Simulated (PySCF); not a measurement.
**BH2(iPr): geometry, NMR shifts, electronic excitations, spin-spin couplings and core binding energies**

What NMR shifts, electronic excitations, spin-spin couplings and core binding energies should BH2(iPr) (`[H]B([H])C(C)C`) show?

The runs use PySCF 2.14.0, with density-fitted response routines of our own; the level of theory stands in each step. All values are computed, except where a source is named. Atoms are numbered from 0 throughout.

## 1. Starting geometry

13 atoms, charge 0, multiplicity 1; geometry from: GFN2-xTB. The atoms were then displaced at random by about 0.03 Å, so the start is not that level's minimum.

Bonds of the start (Å): B0–H1 1.14, B0–H2 1.23, B0–C3 1.48, C3–C4 1.63, C3–C5 1.58, C3–H6 1.06, C4–H7 1.10, C4–H8 1.13, C4–H9 1.08, C5–H10 1.12, C5–H11 1.13, C5–H12 1.15.

## 2. Geometry optimisation at PBE0-D3(BJ)/def2-SVP

What the job is given:

```
{"job": {"xc": "PBE0", "basis": "def2-SVP", "d3": "d3bj", "grid": 1, "maxiter": 40, "shake": 0.03, "kind": "geom"}, "charge": 0, "multiplicity": 1}
B      1.228150     1.090870    -0.052580
H      1.666470     1.515080     0.913960
H      1.280570     1.751560    -1.084450
C      0.409330    -0.145330    -0.079620
C     -0.748710    -0.264910    -1.214700
C     -0.341260    -0.502630     1.269400
H      1.094270    -0.934010    -0.279910
H     -0.245750    -0.038230    -2.169950
H     -1.531090     0.506300    -0.961830
H     -1.208420    -1.239130    -1.173110
H     -0.827350    -1.506820     1.256460
H      0.432590    -0.527590     2.088380
H     -1.178170     0.242720     1.510140
```

Started as:

```bash
$ OMP_NUM_THREADS=1 python probes_run.py task.json out
```

One launch serves the whole session: the jobs run in the order shown.

**Question.** This job is followed by: GIAO PBE0/pcSseg-1 NMR shielding, non-relativistic, gas phase; TDDFT CAM-B3LYP/def2-SVPD, vertical, gas phase, core orbitals frozen in the response; B3LYP/pcJ-1 indirect spin-spin coupling, non-relativistic, gas phase; GIAO wB97X-D/pcSseg-1 NMR shielding, non-relativistic, gas phase; delta-SCF UKS SCAN, pcX-2 on the ionised atom (unc-x2c-TZVPall on a metal), pcseg-1 elsewhere, spin-free X2C. What will the session give for the following? point group; rotational constants (main isotopes); 13C shifts against TMS (PBE0/pcSseg-1, means over atoms taken as alike); 1H shifts against TMS (PBE0/pcSseg-1, means over atoms taken as alike); 11B shifts against BF3·OEt2 (PBE0/pcSseg-1); surface potential, 1st and 99th percentile; lowest singlet (CAM-B3LYP/def2-SVPD); brightest single state of those computed; lowest triplet; largest coupling of the table (B3LYP/pcJ-1); C1s binding energies, SCAN/pcX-2; B1s binding energies, SCAN/pcX-2; range of the shift of B0.

As calculated:

| quantity | value |
| --- | --- |
| point group | Cs |
| rotational constants (main isotopes) | 8.00, 7.96, 4.41 GHz |
| 13C shifts against TMS (PBE0/pcSseg-1, means over atoms taken as alike) | 45.9, 21.9 ppm |
| 1H shifts against TMS (PBE0/pcSseg-1, means over atoms taken as alike) | 7.38, 1.41, 0.32 ppm |
| 11B shifts against BF3·OEt2 (PBE0/pcSseg-1) | 85.8 ppm |
| surface potential, 1st and 99th percentile | -0.41 V and 1.20 V |
| lowest singlet (CAM-B3LYP/def2-SVPD) | 5.62 eV (220 nm), f = 0.006 |
| brightest single state of those computed | state 6, 8.76 eV, f = 0.077 |
| lowest triplet | 5.04 eV |
| largest coupling of the table (B3LYP/pcJ-1) | 1J(B,H) B0–H1, 134.5 Hz |
| C1s binding energies, SCAN/pcX-2 | C4 290.57, C3 290.39 eV |
| B1s binding energies, SCAN/pcX-2 | B0 195.92 eV |
| range of the shift of B0 | 81.3 to 85.8 ppm |

**Reading.** The start was shaken at random, so part of the energy gained undoes that. Over 7 steps the energy fell by 0.600 eV; of the close pairs, C3–C4 changed most, 1.626 to 1.526 Å. At PBE0/pcSseg-1: Shielding is most anisotropic at B0 (span 170 ppm, paramagnetic term -178 ppm). At PBE0/pcSseg-1, counted by nearest atom on the grid, the HOMO lies on C3 27 %; B0 20 %, the LUMO on B0 49 %; H1, H2 about 15 % each. The first singlet state (HOMO→LUMO 0.92) lies at 5.62 eV and is weak; of the 10 states computed, the strongest absorption comes from states 8 to 9 together at 9.18 eV. The lowest triplet lies 0.59 eV below the lowest singlet (triplets in Tamm-Dancoff, singlets in full TDDFT). In the run at B3LYP/pcJ-1, the largest coupling of the table is B0–H1 (mean over like pairs), 134.5 Hz, of which the Fermi-contact term gives 135.3 Hz. The C1s levels kept as sound span 0.18 eV, from C3 (carbon bonded to 2 C, B, H) up to C4 (carbon bonded to C, 3 H). In ppm, B0 moves most: its shift spreads over 4.4 ppm, from 81.3 (wB97X-D/pcSseg-1) to 85.8 (PBE0/pcSseg-1).
